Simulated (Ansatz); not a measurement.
# B4H16Zr: the cost of one run

Computed with Ansatz 0.2.0 (DFT PBE, Gaussian basis def2-SVP, unless a step's input says otherwise).

### 1 The structure to begin with

Bond lengths (14 of 32 bonds, heavy atoms first): Zr1–B2 2.265 Å, Zr1–B7 2.344 Å, Zr1–B12 2.363 Å, Zr1–B17 2.386 Å, B2–H3 1.211 Å, Zr1–H4 2.206 Å, B2–H4 1.273 Å, Zr1–H5 2.239 Å, B2–H5 1.254 Å, Zr1–H6 2.191 Å, B2–H6 1.208 Å, B7–H8 1.130 Å, Zr1–H9 2.230 Å, B7–H9 1.282 Å. Angles (14 of 172 angles, heavy atoms first): B2–Zr1–B7 111.6°, B2–Zr1–B12 110.4°, B2–Zr1–B17 109.3°, B7–Zr1–B12 108.3°, B7–Zr1–B17 109.6°, B12–Zr1–B17 107.5°, Zr1–B2–H3 177.3°, Zr1–B2–H4 70.9°, Zr1–B2–H5 72.7°, Zr1–B2–H6 70.9°, B2–Zr1–H4 33.1°, B2–Zr1–H5 32.3°, B2–Zr1–H6 31.4°, B2–Zr1–H9 116.8°.

Structure file:

```xyz
21

Zr    0.0358    0.0087    0.0019
B     1.3022    1.3339    1.3324
H     2.0248    2.0140    2.0256
H     1.6636    0.1227    1.4864
H     1.4864    1.7074    0.1500
H     0.1409    1.4578    1.6423
B     1.3591   -1.3615   -1.3632
H     2.0224   -1.9968   -2.0218
H     0.8180   -2.0369   -0.4173
H     0.4266   -0.8538   -2.0273
H     2.0376   -0.3903   -0.8633
B    -1.3520    1.3234   -1.3878
H    -2.0450    2.0060   -2.0040
H    -0.1520    1.4334   -1.6627
H    -1.6828    0.1145   -1.4778
H    -1.4776    1.6582   -0.1488
B    -1.3844   -1.3448    1.3597
H    -2.0094   -2.0043    2.0489
H    -1.9539   -0.3680    0.9785
H    -0.9988   -1.9957    0.3074
H    -0.3247   -0.9349    1.9797
```

### 2 Relaxing the atoms: B4H16Zr

input.yaml

```yaml
relax:
  f_tol: 0.001
  max_steps: 200
crystal:
  periodic: [false, false, false]
  atoms:
    - { symbol: Zr, position_ang: [0.03577, 0.00873, 0.00193] }
    - { symbol: B, position_ang: [1.30218, 1.33391, 1.33236] }
    - { symbol: H, position_ang: [2.02484, 2.01396, 2.02562] }
    - { symbol: H, position_ang: [1.66364, 0.12271, 1.48641] }
    - { symbol: H, position_ang: [1.48635, 1.70738, 0.14999] }
    - { symbol: H, position_ang: [0.14089, 1.45781, 1.64226] }
    - { symbol: B, position_ang: [1.3591, -1.36147, -1.36315] }
    - { symbol: H, position_ang: [2.02239, -1.99678, -2.02176] }
    - { symbol: H, position_ang: [0.81796, -2.03693, -0.41728] }
    - { symbol: H, position_ang: [0.42658, -0.85381, -2.02727] }
    - { symbol: H, position_ang: [2.03758, -0.39027, -0.86332] }
    - { symbol: B, position_ang: [-1.35198, 1.32338, -1.38783] }
    - { symbol: H, position_ang: [-2.04497, 2.00602, -2.00402] }
    - { symbol: H, position_ang: [-0.15201, 1.43341, -1.66271] }
    - { symbol: H, position_ang: [-1.68277, 0.11451, -1.47781] }
    - { symbol: H, position_ang: [-1.47765, 1.65817, -0.14878] }
    - { symbol: B, position_ang: [-1.38442, -1.34481, 1.35972] }
    - { symbol: H, position_ang: [-2.00944, -2.00434, 2.04889] }
    - { symbol: H, position_ang: [-1.95387, -0.36805, 0.97852] }
    - { symbol: H, position_ang: [-0.99882, -1.99567, 0.30739] }
    - { symbol: H, position_ang: [-0.32472, -0.93492, 1.97967] }
basis:
  gaussian: { orbitals: def2-SVP }
hamiltonian:
  xc: pbe
```

Command:

```sh
> ansatz run input.yaml --threads 8 --pin off --max-ram 24576MiB --backend cpu --events-out ev --progress --plain --runs-dir out
```

What time and memory should one allow on 8 threads of Intel Xeon 6975P-C (Granite Rapids), shared host?

About 9.7 s, with a peak of 0.28 GiB.
